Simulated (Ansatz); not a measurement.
# CH6F2OSSi2: up Jacob's ladder to CCSD(T)

An exercise on one series of results from a longer session: the logs are not shown, and one member is left open.

Method: functionals in def2-TZVPP, the program's frozen cores in correlated methods; program: Ansatz 0.2.0, Gaussian basis.

Levels to be run: PBE-D4, r2SCAN-D4, PBE0-D4, B3LYP-D4, ωB97X-V, ωB97M-V, B2PLYP; CCSD(T)/def2-TZVPP; MP2/def2-QZVPP; extrapolation to the limit.

## Structure used throughout

An earlier PBE0-D4 in a triple-zeta def2 set relaxation fixed the geometry.

SMILES `CO[SiH](F)S[SiH2]F`, 13 atoms, charge 0, spin multiplicity 1.

Atoms are counted from 1 here; the program's logs count them from 0.

Bond lengths: C1–O2 1.416 Å, C1–H8 1.093 Å, C1–H9 1.094 Å, C1–H10 1.090 Å, O2–Si3 1.628 Å, Si3–F4 1.594 Å, Si3–S5 2.104 Å, Si3–H11 1.476 Å, S5–Si6 2.144 Å, Si6–F7 1.598 Å, Si6–H12 1.477 Å, Si6–H13 1.475 Å. Angles: O2–C1–H8 110.9°, O2–C1–H9 111.0°, O2–C1–H10 107.9°, H8–C1–H9 109.2°, H8–C1–H10 109.1°, H9–C1–H10 108.7°, C1–O2–Si3 126.1°, O2–Si3–F4 108.9°, O2–Si3–S5 105.3°, O2–Si3–H11 113.4°, F4–Si3–S5 111.9°, F4–Si3–H11 105.7°, S5–Si3–H11 111.8°, Si3–S5–Si6 95.9°, S5–Si6–F7 103.9°, S5–Si6–H12 112.2°, S5–Si6–H13 112.2°, F7–Si6–H12 107.5° and more.

Set-up of the first run:

in.yaml

```yaml
crystal:
  periodic: [false, false, false]
  atoms:
    - {symbol: C, position_ang: [-0.538394, -0.563315, -1.882049]}
    - {symbol: O, position_ang: [0.054557, -0.372640, -0.610262]}
    - {symbol: Si, position_ang: [1.285803, 0.635643, -0.267894]}
    - {symbol: F, position_ang: [0.956162, 2.073864, -0.869843]}
    - {symbol: S, position_ang: [1.405169, 0.672707, 1.832353]}
    - {symbol: Si, position_ang: [-0.569631, -0.087349, 2.177447]}
    - {symbol: F, position_ang: [-0.786970, 0.111147, 3.748454]}
    - {symbol: H, position_ang: [-0.985083, 0.364569, -2.247814]}
    - {symbol: H, position_ang: [0.199196, -0.917655, -2.608491]}
    - {symbol: H, position_ang: [-1.317710, -1.318123, -1.777817]}
    - {symbol: H, position_ang: [2.564332, 0.229731, -0.883032]}
    - {symbol: H, position_ang: [-1.602873, 0.706139, 1.481923]}
    - {symbol: H, position_ang: [-0.664559, -1.534726, 1.907005]}
basis:
  gaussian: {orbitals: def2-TZVPP}
hamiltonian: {xc: pbe, dispersion: d4}
output: {forces: true, orbitals: {seedname: orbitals}}
```

Launch:

```bash
ansatz run in.yaml --threads 2 --pin off --events-out ev --progress --plain --max-ram 20480MiB --backend cuda --devices 0, --max-vram 18GiB
```

Among the steps run: PBE-D4 (GGA); r2SCAN-D4 (meta-GGA); PBE0-D4 (hybrid); B3LYP-D4 (hybrid); ωB97X-V (range-separated); ωB97M-V (range-separated); B2PLYP (double hybrid); CCSD(T) in def2-TZVPP; MP2 in def2-QZVPP.

One table of the session follows, with a row left open; its other results are not shown here.

| method | atomisation energy (eV) |
| --- | --- |
| PBE-D4 | 51.386 |
| r2SCAN-D4 | 51.097 |
| PBE0-D4 | 50.525 |
| B3LYP-D4 | 50.674 |
| ωB97X-V | 51.247 |
| ωB97M-V | 51.170 |
| B2PLYP | 50.274 |
| HF/def2-TZVPP | 37.616 |
| MP2/def2-TZVPP | 50.853 |
| CCSD/def2-TZVPP | 48.893 |
| CCSD(T)/def2-TZVPP | 49.635 |
| MP2/CBS | ? |
| CCSD(T)/CBS | 51.194 |

Estimate the missing values for MP2/CBS.

As computed: atomisation energy (eV): 52.412. In the column «atomisation energy (eV)» it is the highest.
